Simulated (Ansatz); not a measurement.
# RbTe3O (element-swapped structure): how the settings move a single-point run

How sensitive is a single-point run of RbTe3O (element-swapped structure) to its settings? A reference run comes first, then four runs with altered input.

Method: reference: DFT r2SCAN, plane waves, PAW, scalar-relativistic, no spin polarisation, in Ansatz 0.2.0.

## Step 1: Starting point

Symmetry: C2/m, No. 12, monoclinic system. The conventional cell has a = 17.838 Å, b = 4.083 Å, c = 9.846 Å, α = 90.00°, β = 113.67°, γ = 90.00°. O (site symmetry m) is surrounded by 3 Rb at 2.26 to 2.39 Å. Around Rb (site symmetry m) lie 3 O at 2.26 to 2.39 Å and 4 Te at 2.71 to 3.07 Å. Around Te (site symmetry m) lie 1 Rb at 2.71 Å. Around Te (site symmetry m) lie 2 Rb at 3.07 Å. Around Te (site symmetry m) lie 1 Rb at 2.80 Å.

Coordinates:

```
CELL_PARAMETERS angstrom
0.00000 4.08331 0.00000
8.91925 -2.04165 0.00000
3.95282 0.00000 -9.01762
ATOMIC_POSITIONS crystal
O 0.73100 0.46200 0.57900
O 0.26900 0.53800 0.42100
Rb 0.19600 0.39200 0.68490
Rb 0.80400 0.60800 0.31510
Te 0.33000 0.66000 0.75050
Te 0.67000 0.34000 0.24950
Te 0.61690 0.23380 0.93410
Te 0.38310 0.76620 0.06590
Te 0.04790 0.09580 0.64970
Te 0.95210 0.90420 0.35030
```

## Step 2: Reference

File input.yaml:

```yaml
crystal:
  lattice:
    - [0.0, 4.083307, 0.0]
    - [8.919246, -2.041653, 0.0]
    - [3.952822, 0.0, -9.017621]
  atoms:
    - { symbol: O, position: [0.731, 0.462, 0.579] }
    - { symbol: O, position: [0.269, 0.538, 0.421] }
    - { symbol: Rb, position: [0.196, 0.392, 0.6849] }
    - { symbol: Rb, position: [0.804, 0.608, 0.3151] }
    - { symbol: Te, position: [0.33, 0.66, 0.7505] }
    - { symbol: Te, position: [0.67, 0.34, 0.2495] }
    - { symbol: Te, position: [0.6169, 0.2338, 0.9341] }
    - { symbol: Te, position: [0.3831, 0.7662, 0.0659] }
    - { symbol: Te, position: [0.0479, 0.0958, 0.6497] }
    - { symbol: Te, position: [0.9521, 0.9042, 0.3503] }
  symmetry: { tolerance: 0.0003 }
kpoints:
  mp_grid: { grid: [5, 5, 2], shift: [0, 0, 0] }
magnetization:
  spin_polarized: false
scf:
  occupations: { method: fermi_dirac }
hamiltonian:
  pseudopotentials: { kind: paw }
  xc: r2scan
basis:
  ecutwfc: 500
output:
  forces: true
  stress: true
  eigenvalues: true
  write_density: true
  write_potential: true
  elf: true
  volumetric_format: npy
```

Launch:

```console
> ansatz run input.yaml --threads 1 --pin off --max-ram 2560MiB --backend cpu --events-out ev --progress --plain --runs-dir out
```

Log, cut to the lines that bear on the results:

```text
Warning: RAYON_NUM_THREADS=1 ignored (pool sized by the plan → 1); use --threads N
[...]
Pseudopotentials: kind: paw
Pseudopotential: O, paw, valence charge 6, recommended cutoff 500 eV (meta_gga), O.paw.azcp
Pseudopotential: Rb, paw, valence charge 9, recommended cutoff 500 eV (meta_gga), Rb.paw.azcp
Pseudopotential: Te, paw, valence charge 16, recommended cutoff 500 eV (meta_gga), Te.paw.azcp
Functional definition: r2SCAN
[...]
Crystal: 10 atoms, lattice volume = 328.422 Å³
Basis set: ecut = 500 eV, 8357 PW (Γ), exchange–correlation on 120×288×288 points (64 copies of the dense FFT grid, shifted against one another)
Bands: 76, of which v1, the nominal top of the filled ones, is band 63 counted from 1 (62 counted from 0)
Symmetry: 4 space group operations
Space group: C2/m (ITA 12), of the structure as read, at distance tolerance 2.1e-3 Å
k-points: 18 of 50
[...]
SCF iter   1: F=—  HF=-49644.764902 eV  |F-HF|=—  |Δ(HF+E_count)|=         —  Δρ=3.63e-2  dr2=1.14e1  dr2_τ=5.78e-1  ethr=1.77e-3  ⟨swp⟩=8.1  Hψ=5994  notcnv=0  defer=18
[...]
SCF iter   9: F=-49644.363015 eV  HF=-49644.363015 eV  |F-HF|=1.41e-8  |Δ(HF+E_count)|=   4.35e-8  Δρ=2.91e-6  dr2=3.25e-8  dr2_τ=1.31e-9  ethr=7.94e-11  ⟨swp⟩=16.7  Hψ=12274  notcnv=0
[...]
SCF converged after 9 iterations
Free energy (F): -49644.363015 eV
[...]
E sigma→0 (E₀):  -49644.108632 eV
Entropy (-TS):   -0.508767 eV (-50.877 meV/atom)
Fermi energy:    5.052449 eV
[...]
--- Forces (eV/Å), atoms counted from 1 ---
  atom   1  O      0.07342099     0.00000000     0.17138585
  atom   2  O     -0.07342099    -0.00000000    -0.17138585
  atom   3  Rb    -0.64696204    -0.00000001     0.35999169
  atom   4  Rb     0.64696204     0.00000001    -0.35999169
  atom   5  Te     3.36774706     0.00000008    -1.15924252
  atom   6  Te    -3.36774706    -0.00000008     1.15924252
  atom   7  Te    -0.03392213    -0.00000003    -2.04448628
  atom   8  Te     0.03392213     0.00000003     2.04448628
[...]
--- Stress (GPa, compression-positive) ---
        6.028546       0.000000       0.528153
        0.000000       2.955777      -0.000000
        0.528154      -0.000000       0.886756
  P = ⅓ Tr σ = 3.2904 GPa (32.904 kbar)
--- Band table (eV; the first three rows and the last of 18) ---
[...]
```

Run time: 41 s. Hardware: 1 thread of Intel Xeon 6975P-C (Granite Rapids), shared host; peak memory 1.4 GiB.

## Step 3: Changing settings: mixing.algorithm anderson, mixing.beta 0.05, mixing.ndim 16, ecutwfc 29.4 Ry

Changes to input.yaml since step 2:

```diff
@@ -23,2 +23,3 @@
   occupations: { method: fermi_dirac }
+  mixing: { algorithm: anderson, beta: 0.05, ndim: 16 }
 hamiltonian:
@@ -27,3 +28,3 @@
 basis:
-  ecutwfc: 500
+  ecutwfc: "29.4 Ry"
 output:
```

Launch:

```console
> ansatz run input.yaml --threads 1 --pin off --max-ram 2560MiB --backend cpu --events-out ev --progress --plain --runs-dir out
```

Log, cut to the lines that bear on the results:

```text
Warning: basis.ecutwfc = 400.00737781602356 eV is below the records' recommended 500 eV, and the density's cutoff is lower with it unless basis.ecutrho_ratio is high enough to keep the records' density cutoff: compare with a run at a higher cutoff
Warning: RAYON_NUM_THREADS=1 ignored (pool sized by the plan → 1); use --threads N
[...]
Pseudopotentials: kind: paw
Pseudopotential: O, paw, valence charge 6, recommended cutoff 500 eV (meta_gga), O.paw.azcp
Pseudopotential: Rb, paw, valence charge 9, recommended cutoff 500 eV (meta_gga), Rb.paw.azcp
Pseudopotential: Te, paw, valence charge 16, recommended cutoff 500 eV (meta_gga), Te.paw.azcp
Functional definition: r2SCAN
[...]
Crystal: 10 atoms, lattice volume = 328.422 Å³
Basis set: ecut = 400.00737781602356 eV, 5981 PW (Γ), exchange–correlation on 108×240×288 points (64 copies of the dense FFT grid, shifted against one another)
Bands: 76, of which v1, the nominal top of the filled ones, is band 63 counted from 1 (62 counted from 0)
Symmetry: 4 space group operations
[...]
SCF converged after 20 iterations
Stability not checked: this state was not tested for a lower state beside it, because the mixer in use, unlike msr1, does not test its closes by its own steps (another_mixer; see scf.mixing.algorithm and scf.lower_state_search)
Free energy (F): -49644.322694 eV
[...]
E sigma→0 (E₀):  -49644.068293 eV
Entropy (-TS):   -0.508801 eV (-50.880 meV/atom)
Fermi energy:    5.052757 eV
[...]
--- Forces (eV/Å), atoms counted from 1 ---
  atom   1  O      0.07343699     0.00000000     0.17026792
  atom   2  O     -0.07343699    -0.00000000    -0.17026792
  atom   3  Rb    -0.64754598    -0.00000001     0.35912394
  atom   4  Rb     0.64754598     0.00000001    -0.35912394
  atom   5  Te     3.36873930     0.00000008    -1.15935833
  atom   6  Te    -3.36873930    -0.00000008     1.15935833
  atom   7  Te    -0.03414220    -0.00000003    -2.04485341
  atom   8  Te     0.03414220     0.00000003     2.04485341
[...]
--- Stress (GPa, compression-positive) ---
        6.034045       0.000000       0.528313
        0.000000       2.961624      -0.000000
        0.528313      -0.000000       0.890540
  P = ⅓ Tr σ = 3.2954 GPa (32.954 kbar)
--- Band table (eV; the first three rows and the last of 18) ---
[...]
```

It took 41 s on 1 thread of Intel Xeon 6975P-C (Granite Rapids), shared host; peak memory 1.2 GiB.

Changing the mixing and cutoff moves the energy by +4.0 meV/atom. The lower cutoff gives the higher energy: the smaller basis describes the state less well. The log warns that the cutoff is under what these potentials recommend, so the shift is basis error.

## Step 4: Changed: accuracy low

Changes to input.yaml since step 2:

```diff
@@ -36 +36,2 @@
   volumetric_format: npy
+accuracy: low
```

Launch:

```console
> ansatz run input.yaml --threads 1 --pin off --max-ram 2560MiB --backend cpu --events-out ev --progress --plain --runs-dir out
```

Log, cut to the lines that bear on the results:

```text
settings of this run that can trade accuracy for cost: accuracy: low. Do not mix this run's numbers with those of runs without the same settings; the input reference describes each key
Warning: RAYON_NUM_THREADS=1 ignored (pool sized by the plan → 1); use --threads N
[...]
Pseudopotentials: kind: paw
Pseudopotential: O, paw, valence charge 6, recommended cutoff 500 eV (meta_gga), O.paw.azcp
Pseudopotential: Rb, paw, valence charge 9, recommended cutoff 500 eV (meta_gga), Rb.paw.azcp
Pseudopotential: Te, paw, valence charge 16, recommended cutoff 500 eV (meta_gga), Te.paw.azcp
Functional definition: r2SCAN
[...]
Crystal: 10 atoms, lattice volume = 328.422 Å³
Basis set: ecut = 500 eV, 8357 PW (Γ), exchange–correlation on 90×216×216 points (27 copies of the dense FFT grid, shifted against one another)
Bands: 76, of which v1, the nominal top of the filled ones, is band 63 counted from 1 (62 counted from 0)
[...]
E sigma→0 (E₀):  -49644.108647 eV
Entropy (-TS):   -0.508767 eV (-50.877 meV/atom)
Fermi energy:    5.052450 eV
[...]
--- Forces (eV/Å), atoms counted from 1 ---
  atom   1  O      0.07340587     0.00000000     0.17131449
  atom   2  O     -0.07340587    -0.00000000    -0.17131449
  atom   3  Rb    -0.64696447    -0.00000001     0.36006055
  atom   4  Rb     0.64696447     0.00000001    -0.36006055
  atom   5  Te     3.36774737     0.00000008    -1.15924250
  atom   6  Te    -3.36774737    -0.00000008     1.15924250
  atom   7  Te    -0.03392188    -0.00000003    -2.04448528
  atom   8  Te     0.03392188     0.00000003     2.04448528
[...]
--- Stress (GPa, compression-positive) ---
        6.028548       0.000000       0.528157
        0.000000       2.955785      -0.000000
        0.528159      -0.000000       0.886761
  P = ⅓ Tr σ = 3.2904 GPa (32.904 kbar)
--- Band table (eV; the first three rows and the last of 18) ---
[...]
settings of this run that can trade accuracy for cost: accuracy: low. Do not mix this run's numbers with those of runs without the same settings; the input reference describes each key
```

It took 36 s on 1 thread of Intel Xeon 6975P-C (Granite Rapids), shared host; peak memory 1.1 GiB.

Changing the accuracy level hardly moves the energy: 0.0 meV/atom.

## Step 5: A further run, with the input changed

Changes to input.yaml since step 2:

```diff
@@ -32,5 +32,2 @@
   eigenvalues: true
-  write_density: true
-  write_potential: true
-  elf: true
-  volumetric_format: npy
+total_charge: 1
```

Launch:

```console
> ansatz run input.yaml --threads 1 --pin off --max-ram 2560MiB --backend cpu --events-out ev --progress --plain --runs-dir out
```

Log, cut to the lines that bear on the results:

```text
Warning: RAYON_NUM_THREADS=1 ignored (pool sized by the plan → 1); use --threads N
[...]
Pseudopotentials: kind: paw
Pseudopotential: O, paw, valence charge 6, recommended cutoff 500 eV (meta_gga), O.paw.azcp
Pseudopotential: Rb, paw, valence charge 9, recommended cutoff 500 eV (meta_gga), Rb.paw.azcp
Pseudopotential: Te, paw, valence charge 16, recommended cutoff 500 eV (meta_gga), Te.paw.azcp
Functional definition: r2SCAN
[...]
Crystal: 10 atoms, lattice volume = 328.422 Å³
Basis set: ecut = 500 eV, 8357 PW (Γ), exchange–correlation on 120×288×288 points (64 copies of the dense FFT grid, shifted against one another)
Bands: 75, of which v1, the nominal top of the filled ones, is band 63 counted from 1 (62 counted from 0)
Symmetry: 4 space group operations
Space group: C2/m (ITA 12), of the structure as read, at distance tolerance 2.1e-3 Å
k-points: 18 of 50
[...]
SCF converged after 11 iterations
Free energy (F): -49649.371863 eV
[...]
E sigma→0 (E₀):  -49649.117004 eV
Entropy (-TS):   -0.509719 eV (-50.972 meV/atom)
Fermi energy:    4.965264 eV
[...]
--- Forces (eV/Å), atoms counted from 1 ---
  atom   1  O      0.08807540     0.00000000     0.18972820
  atom   2  O     -0.08807540    -0.00000000    -0.18972820
  atom   3  Rb    -0.65839114    -0.00000001     0.35834730
  atom   4  Rb     0.65839114     0.00000001    -0.35834730
  atom   5  Te     3.41947190     0.00000008    -1.14064891
  atom   6  Te    -3.41947190    -0.00000008     1.14064891
  atom   7  Te    -0.04388386    -0.00000003    -2.07437792
  atom   8  Te     0.04388386     0.00000003     2.07437792
[...]
--- Stress (GPa, compression-positive) ---
        6.045644       0.000000       0.499606
        0.000000       2.656332      -0.000000
        0.499608      -0.000000       0.894840
  P = ⅓ Tr σ = 3.1989 GPa (31.989 kbar)
--- Band table (eV; the first three rows and the last of 18) ---
[...]
```

It took 37 s on 1 thread of Intel Xeon 6975P-C (Granite Rapids), shared host; peak memory 1.4 GiB.

## Step 6: A look at that input

This run ends as converged. That alone doesn't make the input a sound one.

In the input, total_charge is 1. The typed charge changes the electron count, so this is no longer the system that was meant.

To undo it: delete total_charge (the default then holds).

Total energies don't compare across a change of charge; the largest force goes from 3.56 to 3.60 eV/Å. A charged periodic cell is neutralised by a uniform background, so its energy and pressure also depend on the cell's size.

## Step 7: A further run, with the input changed

Changes to input.yaml since step 2:

```diff
@@ -22,3 +22,4 @@
 scf:
-  occupations: { method: fermi_dirac }
+  occupations: { method: gaussian, width: 5.0 }
+  max_iter: 50
 hamiltonian:
@@ -32,5 +33 @@
   eigenvalues: true
-  write_density: true
-  write_potential: true
-  elf: true
-  volumetric_format: npy
```

Launch:

```console
> ansatz run input.yaml --threads 1 --pin off --max-ram 2560MiB --backend cpu --events-out ev --progress --plain --runs-dir out
```

Log, cut to the lines that bear on the results:

```text
Warning: RAYON_NUM_THREADS=1 ignored (pool sized by the plan → 1); use --threads N
band count auto-derived: 177 (N_el = 126.0; filled up to band 63; 76 by the electrons, moments and atoms)
[...]
Pseudopotentials: kind: paw
Pseudopotential: O, paw, valence charge 6, recommended cutoff 500 eV (meta_gga), O.paw.azcp
Pseudopotential: Rb, paw, valence charge 9, recommended cutoff 500 eV (meta_gga), Rb.paw.azcp
Pseudopotential: Te, paw, valence charge 16, recommended cutoff 500 eV (meta_gga), Te.paw.azcp
Functional definition: r2SCAN
[...]
Crystal: 10 atoms, lattice volume = 328.422 Å³
Basis set: ecut = 500 eV, 8357 PW (Γ), exchange–correlation on 120×288×288 points (64 copies of the dense FFT grid, shifted against one another)
Bands: 177, of which v1, the nominal top of the filled ones, is band 63 counted from 1 (62 counted from 0)
Symmetry: 4 space group operations
[...]
SCF converged after 8 iterations
Free energy (F): -49687.842825 eV
[...]
E sigma→0 (E₀):  -49655.253156 eV
Entropy (-TS):   -65.179339 eV (-6517.934 meV/atom)
Fermi energy:    6.054385 eV
[...]
--- Forces (eV/Å), atoms counted from 1 ---
  atom   1  O      0.22515279     0.00000001     0.17009341
  atom   2  O     -0.22515279    -0.00000001    -0.17009341
  atom   3  Rb    -0.80741664    -0.00000003    -0.56485565
  atom   4  Rb     0.80741664     0.00000003     0.56485565
  atom   5  Te     3.21680956     0.00000008    -0.58175942
  atom   6  Te    -3.21680956    -0.00000008     0.58175942
  atom   7  Te    -0.41562604    -0.00000003    -1.77888445
  atom   8  Te     0.41562604     0.00000003     1.77888445
[...]
--- Stress (GPa, compression-positive) ---
       18.625757       0.000000      -1.724541
        0.000000      13.671085      -0.000000
       -1.724541      -0.000000      11.531210
  P = ⅓ Tr σ = 14.6094 GPa (146.094 kbar)
--- Band table (eV; the first three rows and the last of 18) ---
[...]
```

Wall time 69 s (1 thread of Intel Xeon 6975P-C (Granite Rapids), shared host); peak memory 1.8 GiB.

## Step 8: A look at that input

The run converged and reported no error. That alone doesn't make the input a sound one.

In the input, scf.occupations.method is gaussian; scf.occupations.width is 5.0. Occupations are smeared over electronvolts, wider than many features of the bands.

The way back: delete scf.occupations.width (the default then holds) and set scf.occupations.method to fermi_dirac.

Changing the smearing moves the energy by -1.11 eV/atom (σ→0 values), and the pressure goes from 3.3 to 14.6 GPa and the largest force goes from 3.56 to 3.27 eV/Å.

## Step 9: Comparison

```tsv
run	ending	energy change	pressure (GPa)	gap (eV)	force (eV/Å)	cycles	time
reference	converged	0	3.3	0.00	3.56	9	41 s
1: mixing.algorithm anderson, mixing.beta 0.05, mixing.ndim 16, ecutwfc 29.4 Ry	converged	+4.0 meV/atom	3.3	0.00	3.56	20	41 s
2: accuracy low	converged	0.0 meV/atom	3.3	0.00	3.56	9	36 s
3: total_charge 1	converged	not comparable	3.2	0.00	3.60	11	37 s
4: occupations.method gaussian, occupations.width 5.0	converged	-1.11 eV/atom (σ→0)	14.6	0.00	3.27	8	69 s
```

Times don't compare one to one where runs were asked for different outputs or read a saved state (see the inputs); cycles may leave out searches for a lower state.

Residual by cycle in the longest SCF loop of each run; runs are numbered as in the table. The quantity is the density residual dr2, in eV.

```tsv
cycle	reference	run 1	run 2	run 3	run 4
1	11.4	11.3	11.4	24.2	0.975
3	0.0574	0.474	0.0574	1.27	0.00298
4	0.0011	0.101	0.0011	0.055	8.7e-4
6	1.6e-5	0.328	1.6e-5	0.0091	6.1e-6
8	4.7e-7	0.00599	4.7e-7	7.7e-6	1.2e-8
10	-	0.00165	-	2.9e-7	-
11	-	0.00127	-	2.2e-8	-
13	-	3.3e-5	-	-	-
15	-	3.8e-5	-	-	-
17	-	9.2e-6	-	-	-
18	-	1.0e-6	-	-	-
20	-	2.8e-8	-	-	-
```

Run 1 ran under the cutoff that the potentials recommend, as the log warns, so basis error is mixed into its values.

The reference has limits of its own: its mesh is coarse for a cell with so small a gap or none; the cell is far from equilibrium (3 GPa, forces up to 3.6 eV/Å), so its values aren't those of the relaxed material; the structure is made up and not relaxed.
